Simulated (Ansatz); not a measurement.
This script makes an equation of state with a fit of GaFe3, space group Fm-3m with Ansatz 0.2.0 through its Python package.

Script `run_eos.py`:
```python
import warnings

import ansatz
import numpy as np
from pymatgen.analysis.eos import EOS

vectors0 = np.array([
    [0.0, 2.891594, 2.891594],
    [2.891594, 0.0, 2.891594],
    [2.891594, 2.891594, 0.0],
])
sites = [
    ("Ga", [0.0, 0.0, 0.0], 0.0),
    ("Fe", [0.5, 0.5, 0.5], 2.4),
    ("Fe", [0.75, 0.75, 0.75], 2.4),
    ("Fe", [0.25, 0.25, 0.25], 2.4),
]


def on_lattice(cell):
    crystal = ansatz.Crystal(lattice=ansatz.Lattice.of(cell))
    for symbol, position, moment in sites:
        crystal = crystal.atom(symbol, position, moment=moment or None)
    return crystal

warnings.simplefilter("ignore", ansatz.DeckWarning)

volumes, energies, pressures = [], [], []
for scale in np.linspace(0.92, 1.08, 7):
    cell = vectors0 * scale ** (1 / 3)
    calculation = (
        on_lattice(cell).calculation()
        .basis(650)
        .functional("r2scan")
        .occupations("fermi_dirac")
        .spin(ansatz.SpinTreatment.COLLINEAR)
        .kpoints(7, 7, 7)
        .stress()
    )
    report = calculation.run(threads=1, pin="off").report
    volumes.append(abs(np.linalg.det(cell)) / len(sites))
    energies.append(report["free_energy_ev"] / len(sites))
    pressures.append(np.trace(report["stress_gpa"]) / 3)
    print(f"V = {volumes[-1]:8.4f} A^3/atom  F = {energies[-1]:.5f} eV/atom  P = {pressures[-1]:8.3f} GPa")

for form in ["pourier_tarantola"]:
    fit = EOS(eos_name=form).fit(volumes, energies)
    print(f"{form:18s} V0 {fit.v0:8.4f} A^3/atom  B0 {fit.b0_GPa:7.1f} GPa  B1 {fit.b1:5.2f}")
```

From its runs, with one value withheld:

| V (Å³/atom) | F less the lowest row shown (meV/atom) |
| --- | --- |
| 11.122 | 49.06 |
| 11.444 | 21.25 |
| 11.766 | 5.41 |
| 12.089 | 0.00 |
| 12.411 | 3.43 |
| 12.733 | 14.12 |
| 13.056 | ? |

What is the missing energy at 13.056 Å³ an atom?

A third-order Birch-Murnaghan fit, E = E0 + (9 V0 B0 / 16) [(t - 1)³ B' + (t - 1)² (6 - 4t)] with t = (V0/V)^(2/3), through the 6 rows shown gives V0 = 12.119 Å³, B0 = 160.8 GPa, B' = 5.14 and E0 = 0.00 meV. At V = 13.056 Å³, t = 0.95155, and the fit extrapolates to 31.24 meV. The run gave 30.69 meV, a miss of 0.55 meV.

Caveats:
- The magnetic order follows from the starting moments and needn't be the lowest.
- For a metal this k-point mesh is coarse: on a finer one energies can move by several to tens of meV an atom and pressures by half a GPa or more, differences at one mesh by less.
- Pressure is positive in compression.
- r2SCAN tends to overestimate the moments of itinerant magnets.
- The structure comes from a database of computed cells and needn't be a stable or known phase.
- Hardware and time: 100 s on 1 thread of Intel(R) Xeon(R) 6975P-C (Granite Rapids), on a shared host, peak memory 0.86 GiB.
